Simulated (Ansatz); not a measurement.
# C₄H₉BClN: how energies converge with the basis set

How large a basis does C₄H₉BClN need? Two functionals are run in growing sets.

The runs use Ansatz 0.2.0, Gaussian basis; one geometry, several basis sets.

Levels to be run: PBE0-D4/def2-SVP; ωB97M-V/def2-SVP; PBE0-D4/def2-QZVPP; ωB97M-V/def2-QZVPP; the functionals' def2-TZVPP values are taken from earlier runs.

### Step 1. The geometry

The geometry comes from an earlier relaxation with PBE0-D4 in a triple-zeta def2 set; it is a stationary point, not always the lowest conformer.

SMILES `CC#[N+][B-](C)(C)Cl`, 16 atoms, charge 0, spin multiplicity 1.

Atoms are counted from 1 here; the program's logs count them from 0.

Bond lengths: C1–C2 1.441 Å, C1–H8 1.091 Å, C1–H9 1.091 Å, C1–H10 1.092 Å, C2–N3 1.140 Å, N3–B4 1.591 Å, B4–C5 1.601 Å, B4–C6 1.601 Å, B4–Cl7 1.883 Å, C5–H11 1.096 Å, C5–H12 1.093 Å, C5–H13 1.094 Å, C6–H14 1.093 Å, C6–H15 1.094 Å, C6–H16 1.096 Å. Angles: C2–C1–H8 109.8°, C2–C1–H9 109.8°, C2–C1–H10 109.3°, H8–C1–H9 109.4°, H8–C1–H10 109.3°, H9–C1–H10 109.3°, C1–C2–N3 179.0°, C2–N3–B4 178.5°, N3–B4–C5 106.8°, N3–B4–C6 106.8°, N3–B4–Cl7 101.8°, C5–B4–C6 116.6°, C5–B4–Cl7 111.7°, C6–B4–Cl7 111.7°, B4–C5–H11 112.0°, B4–C5–H12 108.8°, B4–C5–H13 113.0°, H11–C5–H12 107.2° and more.

### Step 2. PBE0-D4 in def2-SVP

The input, in.yaml:

```yaml
crystal:
  periodic: [false, false, false]
  atoms:
    - {symbol: C, position_ang: [2.181459, 0.525380, 2.164062]}
    - {symbol: C, position_ang: [1.200033, 0.375019, 1.119418]}
    - {symbol: N, position_ang: [0.429391, 0.274307, 0.284729]}
    - {symbol: B, position_ang: [-0.633529, 0.169422, -0.894784]}
    - {symbol: C, position_ang: [-0.240151, -1.118705, -1.759571]}
    - {symbol: C, position_ang: [-2.081899, 0.160064, -0.213613]}
    - {symbol: Cl, position_ang: [-0.318056, 1.766591, -1.840063]}
    - {symbol: H, position_ang: [2.888576, -0.304874, 2.130229]}
    - {symbol: H, position_ang: [1.687589, 0.540359, 3.136866]}
    - {symbol: H, position_ang: [2.720522, 1.463452, 2.019537]}
    - {symbol: H, position_ang: [-0.337714, -2.045501, -1.183080]}
    - {symbol: H, position_ang: [-0.921748, -1.193825, -2.611190]}
    - {symbol: H, position_ang: [0.775822, -1.070005, -2.161075]}
    - {symbol: H, position_ang: [-2.841632, 0.139165, -0.999645]}
    - {symbol: H, position_ang: [-2.272490, 1.046506, 0.397672]}
    - {symbol: H, position_ang: [-2.236183, -0.727334, 0.410506]}
basis:
  gaussian: {orbitals: def2-SVP}
hamiltonian: {xc: pbe0, dispersion: d4}
output: {orbitals: {seedname: orbitals}}
```

On the command line:

```console
$ ansatz run in.yaml --threads 4 --pin off --events-out ev --progress --plain --max-ram 11315MiB
```

After this run come: ωB97M-V in def2-SVP; PBE0-D4 in def2-QZVPP; ωB97M-V in def2-QZVPP.

**Question.** What will the summary of the whole plan be? Wanted: PBE0-D4: double and triple zeta above quadruple; ωB97M-V: double and triple zeta above quadruple.

The runs gave:

| quantity | value |
| --- | --- |
| PBE0-D4: double and triple zeta above quadruple | 12.04, 0.73 eV |
| ωB97M-V: double and triple zeta above quadruple | 12.35, 0.69 eV |

**Reading.** PBE0-D4 gains 11.31 eV from double to triple zeta, then 0.73 eV more. Total energies overstate the basis error of differences, where much of it tends to cancel. The LUMO of ωB97M-V is positive and keeps falling with the basis (1.50 to 0.65 eV): an unbound level that the basis holds in place.
